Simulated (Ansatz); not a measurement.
## Nudged elastic band run: La₄ClO₆

Input file:

```yaml
crystal:
  lattice:
    - [7.86, 0.0, 0.0]
    - [-3.93, 6.80696, 0.0]
    - [0.0, 0.0, 16.59]
  atoms:
    - { symbol: La, position: [0.16660513, 0.33326819, 0.15243399] }
    - { symbol: La, position: [0.33518609, 0.1702275, 0.35905984] }
    - { symbol: O, position: [0.125, 0.125, 0.0602773] }
    - { symbol: O, position: [0.375, 0.0, 0.0602773] }
    - { symbol: O, position: [0.0, 0.375, 0.0602773] }
    - { symbol: La, position: [0.1675653, 0.83468155, 0.15283229] }
    - { symbol: La, position: [0.32947809, 0.66593885, 0.35626006] }
    - { symbol: O, position: [0.125, 0.625, 0.0602773] }
    - { symbol: O, position: [0.375, 0.5, 0.0602773] }
    - { symbol: O, position: [0.0, 0.875, 0.0602773] }
    - { symbol: La, position: [0.6667545, 0.33236204, 0.1530189] }
    - { symbol: La, position: [0.83468861, 0.16509587, 0.35907195] }
    - { symbol: O, position: [0.625, 0.125, 0.0602773] }
    - { symbol: O, position: [0.875, 0.0, 0.0602773] }
    - { symbol: O, position: [0.5, 0.375, 0.0602773] }
    - { symbol: La, position: [0.66561165, 0.83363791, 0.15283108] }
    - { symbol: La, position: [0.83293173, 0.66746518, 0.34357851] }
    - { symbol: O, position: [0.625, 0.625, 0.0602773] }
    - { symbol: O, position: [0.875, 0.5, 0.0602773] }
    - { symbol: O, position: [0.5, 0.875, 0.0602773] }
    - { symbol: Cl, position: [0.16796361, 0.33664787, 0.45744569] }
    - { symbol: Cl, position: [0.49880786, -0.00202872, 0.45529712] }
basis:
  ecutwfc: 420.0
kpoints:
  mp_grid: { grid: [2, 2, 1] }
hamiltonian:
  xc: lda
  pseudopotentials: { kind: paw, azcp: { folder: soft_1 } }
scf:
  occupations: { method: gaussian, width: 0.02 }
  lower_state_search: "off"
neb:
  images: 5
  f_tol: 0.03
  initial_path: idpp
  max_iterations: 27
  optimiser: lbfgs
  constraints: [{ sites: [2, 3, 4, 7, 8, 9, 12, 13, 14, 17, 18, 19] }]
  final_atoms:
    - { symbol: La, position: [0.16879491, 0.33432498, 0.15361595] }
    - { symbol: La, position: [0.3349219, 0.18485309, 0.36147946] }
    - { symbol: O, position: [0.125, 0.12499999, 0.06027728] }
    - { symbol: O, position: [0.375, 0.0, 0.06027728] }
    - { symbol: O, position: [-1.0e-08, 0.37499998, 0.06027728] }
    - { symbol: La, position: [0.17227509, 0.83705156, 0.15364403] }
    - { symbol: La, position: [0.34741464, 0.6312972, 0.36346086] }
    - { symbol: O, position: [0.12499999, 0.62499997, 0.06027728] }
    - { symbol: O, position: [0.37499999, 0.49999998, 0.06027728] }
    - { symbol: O, position: [-2.0e-08, 0.87499996, 0.06027728] }
    - { symbol: La, position: [0.66774081, 0.33364068, 0.15252277] }
    - { symbol: La, position: [0.84283239, 0.16678295, 0.34433363] }
    - { symbol: O, position: [0.625, 0.12499999, 0.06027728] }
    - { symbol: O, position: [0.875, 0.0, 0.06027728] }
    - { symbol: O, position: [0.49999999, 0.37499998, 0.06027728] }
    - { symbol: La, position: [0.66648148, 0.8317303, 0.15301687] }
    - { symbol: La, position: [0.8510356, 0.65511125, 0.34258593] }
    - { symbol: O, position: [0.62499999, 0.62499997, 0.06027728] }
    - { symbol: O, position: [0.87499999, 0.49999998, 0.06027728] }
    - { symbol: O, position: [0.49999998, 0.87499996, 0.06027728] }
    - { symbol: Cl, position: [0.11331329, 0.29665732, 0.4666389] }
    - { symbol: Cl, position: [0.57973364, 0.5214759, 0.46390013] }
  order_check: true
```

Run as:

```bash
$ ansatz run input.yaml --threads 2 --pin off --max-ram 5120MiB --backend cpu --events-out ev --progress --plain --runs-dir out
```

Output, in part (warnings, iteration lines):

```
NEB end point (image 0): max|allowed force component| = 1.133e-2 eV/Å (the criterion of neb.relax_end_points is 1.000e-2)
NEB end point (image 6): max|allowed force component| = 1.727e-2 eV/Å (the criterion of neb.relax_end_points is 1.000e-2)
NEB iter   1: max|band force component| = 1.388e0 eV/Å  barrier→ = 1.0523 eV  barrier← = 0.8455 eV  Δτ_max = 0.0202 Å  (130 SCF iters)
NEB iter   2: max|band force component| = 1.311e0 eV/Å  barrier→ = 1.0021 eV  barrier← = 0.7954 eV  Δτ_max = 0.2000 Å  (43 SCF iters)
NEB iter   3: max|band force component| = 7.475e-1 eV/Å  barrier→ = 0.6873 eV  barrier← = 0.4805 eV  Δτ_max = 0.2000 Å  (57 SCF iters)
NEB iter   4: max|band force component| = 1.032e0 eV/Å  barrier→ = 0.5110 eV  barrier← = 0.3043 eV  Δτ_max = 0.0153 Å  (55 SCF iters)
NEB iter   5: max|band force component| = 9.535e-1 eV/Å  barrier→ = 0.4964 eV  barrier← = 0.2896 eV  Δτ_max = 0.1681 Å  (41 SCF iters)
NEB iter   6: max|band force component| = 4.997e-1 eV/Å  barrier→ = 0.4103 eV  barrier← = 0.2035 eV  CI = image 2  Δτ_max = 0.0102 Å  (54 SCF iters)
NEB iter   7: max|band force component| = 4.913e-1 eV/Å  barrier→ = 0.4078 eV  barrier← = 0.2010 eV  CI = image 2  Δτ_max = 0.2000 Å  (34 SCF iters)
NEB iter   8: max|band force component| = 3.377e-1 eV/Å  barrier→ = 0.3853 eV  barrier← = 0.1785 eV  CI = image 2  Δτ_max = 0.0549 Å  (52 SCF iters)
NEB iter   9: max|band force component| = 2.831e-1 eV/Å  barrier→ = 0.3790 eV  barrier← = 0.1723 eV  CI = image 2  Δτ_max = 0.1331 Å  (51 SCF iters)
NEB iter  10: max|band force component| = 3.571e-1 eV/Å  barrier→ = 0.3701 eV  barrier← = 0.1633 eV  CI = image 2  Δτ_max = 0.0062 Å  (53 SCF iters)
NEB iter  11: max|band force component| = 3.133e-1 eV/Å  barrier→ = 0.3696 eV  barrier← = 0.1628 eV  CI = image 2  Δτ_max = 0.0619 Å  (35 SCF iters)
NEB iter  12: max|band force component| = 1.796e-1 eV/Å  barrier→ = 0.3679 eV  barrier← = 0.1611 eV  CI = image 2  Δτ_max = 0.0257 Å  (48 SCF iters)
NEB iter  13: max|band force component| = 1.109e-1 eV/Å  barrier→ = 0.3671 eV  barrier← = 0.1604 eV  CI = image 2  Δτ_max = 0.0529 Å  (40 SCF iters)
NEB iter  14: max|band force component| = 8.263e-2 eV/Å  barrier→ = 0.3637 eV  barrier← = 0.1569 eV  CI = image 2  Δτ_max = 0.0404 Å  (46 SCF iters)
NEB iter  15: max|band force component| = 1.335e-1 eV/Å  barrier→ = 0.3588 eV  barrier← = 0.1520 eV  CI = image 2  Δτ_max = 0.0023 Å  (49 SCF iters)
NEB iter  16: max|band force component| = 1.171e-1 eV/Å  barrier→ = 0.3586 eV  barrier← = 0.1518 eV  CI = image 2  Δτ_max = 0.0164 Å  (32 SCF iters)
NEB iter  17: max|band force component| = 4.438e-2 eV/Å  barrier→ = 0.3575 eV  barrier← = 0.1507 eV  CI = image 2  Δτ_max = 0.0090 Å  (47 SCF iters)
NEB iter  18: max|band force component| = 4.460e-2 eV/Å  barrier→ = 0.3565 eV  barrier← = 0.1497 eV  CI = image 2  Δτ_max = 0.0009 Å  (39 SCF iters)
NEB iter  19: max|band force component| = 4.446e-2 eV/Å  barrier→ = 0.3564 eV  barrier← = 0.1496 eV  CI = image 2  Δτ_max = 0.0131 Å  (30 SCF iters)
NEB iter  20: max|band force component| = 4.965e-2 eV/Å  barrier→ = 0.3549 eV  barrier← = 0.1481 eV  CI = image 2  Δτ_max = 0.0008 Å  (45 SCF iters)
NEB iter  21: max|band force component| = 4.415e-2 eV/Å  barrier→ = 0.3548 eV  barrier← = 0.1480 eV  CI = image 2  Δτ_max = 0.0126 Å  (29 SCF iters)
NEB iter  22: max|band force component| = 4.566e-2 eV/Å  barrier→ = 0.3533 eV  barrier← = 0.1465 eV  CI = image 2  Δτ_max = 0.0008 Å  (45 SCF iters)
NEB iter  23: max|band force component| = 4.565e-2 eV/Å  barrier→ = 0.3532 eV  barrier← = 0.1464 eV  CI = image 2  Δτ_max = 0.0159 Å  (29 SCF iters)
NEB iter  24: max|band force component| = 5.308e-2 eV/Å  barrier→ = 0.3513 eV  barrier← = 0.1446 eV  CI = image 2  Δτ_max = 0.0009 Å  (45 SCF iters)
NEB iter  25: max|band force component| = 4.597e-2 eV/Å  barrier→ = 0.3512 eV  barrier← = 0.1445 eV  CI = image 2  Δτ_max = 0.0112 Å  (30 SCF iters)
NEB iter  26: max|band force component| = 4.726e-2 eV/Å  barrier→ = 0.3498 eV  barrier← = 0.1431 eV  CI = image 2  Δτ_max = 0.0008 Å  (46 SCF iters)
NEB iter  27: max|band force component| = 4.725e-2 eV/Å  barrier→ = 0.3497 eV  barrier← = 0.1430 eV  CI = image 2  Δτ_max = 0.0185 Å  (29 SCF iters)
Error: NEB band did not converge after 27 iterations: max|band force component| = 4.72e-2 eV/Å (threshold 3.0e-2); raise `neb.max_iterations` in a new run, which can start from the last band evaluated (`neb.initial_path`, with `crystal.atoms` and `neb.final_atoms` set to its first and last images), …
```

It did not converge within its limit. The band didn't meet its force threshold, so its energies are provisional: the largest band force was still 0.05 eV/Å, and over the last iterations the top stayed at 0.35 eV. Inner images lie below an end point, which means an intermediate or an end that isn't the lowest structure nearby. Limits of this set-up: coarse k mesh, thin slab, slab without dipole correction, no dispersion correction for a molecule that may bind weakly, PAW files made for another functional.

Final band (atoms are numbered from 1 in the order of the input):

```csv
image,path coordinate (Å),energy (eV),La12–Cl22 (Å),La17–Cl22 (Å)
0,0.00,0.00,2.79,4.89
1,0.65,0.07,2.79,4.37
2,1.30,0.35,2.80,3.68
3,2.21,0.02,2.85,2.89
4,3.11,-0.02,2.91,2.77
5,4.01,0.28,3.71,2.71
6,4.91,0.21,4.66,2.73
```

Time of the run: 43 min on 2 threads of Arm Neoverse V1, with other jobs on the host, peak memory 2.3 GiB.
